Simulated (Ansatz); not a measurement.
Task: vertical and adiabatic energies of changing the electron count of CuH3O2, SMILES [OH][Cu-][OH2+], with the Ansatz DFT code, driven from Python. Give the script and its output. Settings (for the species named): PBE, def2-SVP basis, multiplicity 1, D4 dispersion.

```yaml
atoms:
  - { symbol: O, position_ang: [-1.7636, -0.6686, -0.3904] }
  - { symbol: Cu, position_ang: [0.3066, -1.2613, 0.2402] }
  - { symbol: O, position_ang: [1.2134, 0.2677, 0.5222] }
  - { symbol: H, position_ang: [-1.5708, 0.2853, -0.7876] }
  - { symbol: H, position_ang: [1.2236, 0.3154, -0.4700] }
  - { symbol: H, position_ang: [0.6329, 0.9975, 0.8394] }
```

`run_adiabatic.py`:
```python
# -*- coding: utf-8 -*-
'''How CuH3O2 relaxes after losing an electron.'''

import itertools

import ansatz as az
from ase.data import atomic_numbers, covalent_radii
import numpy as np

GEOMETRY = '''
O    -1.76360   -0.66860   -0.39040
Cu    0.30660   -1.26130    0.24020
O     1.21340    0.26770    0.52220
H    -1.57080    0.28530   -0.78760
H     1.22360    0.31540   -0.47000
H     0.63290    0.99750    0.83940
'''


def main():
    cuh3o2 = az.Crystal.molecule()
    for line in GEOMETRY.strip().splitlines():
        symbol, *xyz = line.split()
        cuh3o2 = cuh3o2.atom(symbol, [float(v) for v in xyz])

    calculation = (
        cuh3o2.calculation()
        .basis(gaussian='def2-SVP')
        .functional('pbe', dispersion='d4')
    )
    symbols = [site.symbol for site in cuh3o2.cartesian_sites]
    start = np.array([site.position_ang for site in cuh3o2.cartesian_sites], dtype=float)
    report = calculation.relax(force_tolerance=0.01).run(threads=1).report
    end = np.array(report['positions_ang'])

    minimum = az.Crystal.molecule()
    for symbol, place in zip(symbols, end):
        minimum = minimum.atom(symbol, place.tolist())
    ion = (
        minimum.calculation()
        .basis(gaussian='def2-SVP')
        .functional('pbe', dispersion='d4')
        .charge(1)
        .spin('collinear', total=1)
    )
    vertical = ion.run(threads=1).report
    settled = ion.relax(force_tolerance=0.01, max_steps=80).run(threads=1).report
    print(f'vertical ionisation energy   {vertical["free_energy_ev"] - report["free_energy_ev"]:.3f} eV')
    print(f'adiabatic, no zero point     {settled["free_energy_ev"] - report["free_energy_ev"]:.3f} eV')
    print(f'relaxation energy of the ion {vertical["free_energy_ev"] - settled["free_energy_ev"]:.3f} eV')
    ionised = np.array(settled['positions_ang'])
    # pairs closer than 1.2 times the sum of covalent radii, before or after
    radius = [covalent_radii[atomic_numbers[s]] for s in symbols]
    span = lambda where, i, j: np.linalg.norm(where[i] - where[j])
    bonded = [(i, j) for i, j in itertools.combinations(range(len(symbols)), 2) if min(span(end, i, j), span(ionised, i, j)) < 1.2 * (radius[i] + radius[j])]
    print('pair        before    after (A)')
    for i, j in bonded:
        print(f'{symbols[i]}{i}-{symbols[j]}{j}'.ljust(10), f'{span(end, i, j):8.4f} {span(ionised, i, j):8.4f}')


if __name__ == '__main__':
    main()
```

```console
$ python run_adiabatic.py
vertical ionisation energy   7.787 eV
adiabatic, no zero point     7.511 eV
relaxation energy of the ion 0.276 eV
pair        before    after (A)
O0-Cu1       1.7727   1.7736
O0-H3        0.9773   0.9872
Cu1-O2       1.9521   1.8997
O2-H4        0.9792   0.9803
O2-H5        0.9792   0.9799
```

The energies are electronic: no zero-point or thermal terms, and the basis set is short of its limit. The product may relax into another structure. Each relaxation finds its nearest minimum, which needn't be the lowest. Finished in 2.1 min on 1 thread of Arm Neoverse V1 (shared host), peak memory 0.23 GiB.
